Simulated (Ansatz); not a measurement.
Consider the interaction energy of a dimer with the counterpoise correction of B2H4O, SMILES BOB (the Ansatz DFT code, driven from Python).

The script, `dimer_b2h4o.py`:
```python
import ansatz as az

FIRST = [
    ("B", (-1.012, 0.1163, -0.4763)),
    ("O", (-0.4655, -0.5093, 0.6664)),
    ("B", (0.9371, -0.2188, 0.5665)),
    ("H", (-1.1286, -0.4152, -1.5081)),
    ("H", (-1.4707, 1.2576, -0.4052)),
    ("H", (1.4212, 0.7367, 1.1341)),
    ("H", (1.7182, -0.9676, 0.0225)),
]
SECOND = [
    ("B", (4.5636, 1.227, 0.8691)),
    ("O", (4.9882, 1.5002, 2.1885)),
    ("B", (4.4786, 2.8196, 2.436)),
    ("H", (5.1945, 1.4854, -0.0774)),
    ("H", (3.5125, 0.6177, 0.664)),
    ("H", (3.4104, 2.9861, 2.9843)),
    ("H", (5.1315, 3.8178, 2.2265)),
]

def energy(atoms, ghosts=()):
    molecule = az.Crystal.molecule()
    for symbol, xyz in atoms:
        molecule = molecule.atom(symbol, xyz)
    calc = (
        molecule.calculation()
        .basis(gaussian="def2-SVPD")
        .functional("hf")
    )
    deck = calc.input()
    if ghosts:
        deck = deck.set(az.key.basis.gaussian.ghost_atoms, [{"symbol": s, "position_ang": list(xyz)} for s, xyz in ghosts])
    return az.Session.from_dict(deck).plan().execute().report["free_energy_ev"]

both = energy(FIRST + SECOND)
alone = energy(FIRST) + energy(SECOND)
ghosted = energy(FIRST, SECOND) + energy(SECOND, FIRST)
print(f"dimer {both:.6f} eV")
print(f"interaction, uncorrected   {(both - alone):8.3f} eV")
print(f"interaction, counterpoise  {(both - ghosted):8.3f} eV")
print(f"basis-set superposition    {(alone - ghosted):8.3f} eV")
```

How large is the interaction at this pose, and how much of it is basis-set superposition?

Uncorrected it is 0.107 eV, with the counterpoise correction 0.123 eV; the difference, 0.02 eV, is the superposition error. In this basis both values are repulsive.

What the script printed:

```console
$ python dimer_b2h4o.py
dimer -6883.713846 eV
interaction, uncorrected      0.107 eV
interaction, counterpoise     0.123 eV
basis-set superposition       0.016 eV
```

Total energies depend on the basis set; only differences at equal settings carry meaning. The dimer is a generated trial pose of unrelaxed monomers, not a minimum, so the figure is no binding energy, and the basis set is small. Hartree-Fock leaves correlation out, so bond, atomisation and ionisation energies come out well too low. This level lacks the dispersion part of the attraction (electrostatics and induction are there), which can decide the sign where the interaction is weak. Run time: 7.6 s on 1 thread of Intel(R) Xeon(R) Platinum 8488C (Sapphire Rapids), with other jobs on the host, peak memory 0.39 GiB.

(Lines on the test bed's own set-up are left out of the output.)
